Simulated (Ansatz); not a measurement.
The system is HPbNO4.

```
CELL_PARAMETERS angstrom
3.85404 0.14384 0.09012
-0.25320 5.52698 0.16471
-0.48197 -1.92720 5.72025
ATOMIC_POSITIONS crystal
H 0.10913 0.65718 0.54463
Pb 0.61029 0.52127 0.15100
N 0.91580 0.96263 0.95867
O 0.01384 0.13639 0.88084
O 0.72398 0.01057 0.12858
O 0.00389 0.73732 0.87043
O 0.11927 0.59324 0.37651
```

The cell was built by a generator and needn't be a form met in nature.

Program: Ansatz 0.2.0. Alike in all runs: potentials or basis Ansatz PAW; no spin polarisation; cell as given; cutoff (eV) 420; smearing fermi-dirac 0.05 eV.

**Question.** Order these runs on this cell by their pressure, lowest first.
A. level BLYP; k mesh 7 × 5 × 5; points for each segment of the path 10; mesh quality not flagged
B. level HSE06; k mesh 3 × 2 × 2; mesh quality coarse
C. level B3LYP; k mesh 3 × 2 × 2; mesh quality coarse
D. level PBE; k mesh 7 × 5 × 5; mesh quality not flagged

**Answer.** B (-3.4 GPa), C (-1.5 GPa), D (0.0 GPa), A (1.7 GPa).

Caveats: some runs use coarse meshes; the PAW data sets come from PBE, with cores solved anew for the run's functional, which leaves a small shift of forces and pressure (some runs); the thresholds are loose for stress (some runs).
